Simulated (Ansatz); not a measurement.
# Si: a tetragonal deformation path

One table from this session's results is given with a row withheld; the runs are named, their logs left out.

Method: DFT r2SCAN, scalar-relativistic, plane waves, PAW, in Ansatz 0.2.0.

3 further runs of the same task are left out: 3 set aside as unsound or not needed.

## The starting structure

It takes space group I4_1/amd (No. 141, tetragonal). Conventional cell: a = 4.802 Å, b = 4.802 Å, c = 2.645 Å, α = 90.00°, β = 90.00°, γ = 90.00°. Si (site symmetry -4m2) is surrounded by 6 Si at 2.49 to 2.64 Å.

Structure file:

```xyz
2
Lattice="-2.4012 2.4012 1.3224 2.4012 -2.4012 1.3224 2.4012 2.4012 -1.3224" Properties=species:S:1:pos:R:3 pbc="T T T"
Si    2.4012    0.0000    0.6612
Si    0.0000    0.0000    1.3224
```

It goes back to an entry of the Materials Project, which need not be the stable form.

It is the result of an earlier relaxation at this level (volume 15.25 Å³/atom; gap on the mesh: none (metal)).

Set-up of the first run:

input.yaml reads:

```yaml
crystal:
  lattice:
    - [-2.4012010082, 2.4012010082, 1.322371588]
    - [2.4012010082, -2.4012010082, 1.322371588]
    - [2.4012010082, 2.4012010082, -1.322371588]
  atoms:
    - { symbol: Si, position: [0.25, 0.75, 0.5] }
    - { symbol: Si, position: [0.5, 0.5, 0.0] }
basis:
  ecutwfc: 500
kpoints:
  mp_grid: { grid: [28, 28, 28] }
hamiltonian:
  xc: r2scan
scf:
  occupations: { method: gaussian, width: 0.15 }
output:
  forces: true
  stress: true
  eigenvalues: true
  write_density: true
  write_potential: true
  elf: true
  volumetric_format: npy
```

Run with:

```console
$ ansatz run input.yaml --threads 1 --pin off --max-ram 2560MiB --backend cpu --events-out ev --progress --plain --runs-dir out
```

Steps of the session up to this table: The reference: the undisturbed cell on the scan's mesh; Point ρ = 0.850; ρ = 1.200; At ρ = 0.920; ρ = 1.100; At ρ = 0.960.

One of the session's tables, all rows but one given; the rest of the session is left out.

```
    ρ  ΔE (meV/atom)  pressure (GPa)
0.850          114.0             2.8
0.920           26.1             0.2
0.960            5.8            -0.2
1.000            0.0            -0.1
1.100              ?               ?
1.200           74.1             6.7
```

Estimate the missing values for ρ = 1.100.

Worked estimate for «ΔE (meV/atom)». A straight line through the neighbours (1.000, 0.0) and (1.200, 74.1) gives 0.0 + (74.1 − 0.0) × (1.100 − 1.000) / (1.200 − 1.000) = 37.1; a parabola fitted to 3 rows on both sides gives 15.6.

The run gave: ΔE (meV/atom): 20.7; pressure (GPa): 2.2. In «ΔE (meV/atom)» the line misses by +16.4 and the parabola by -5.1.
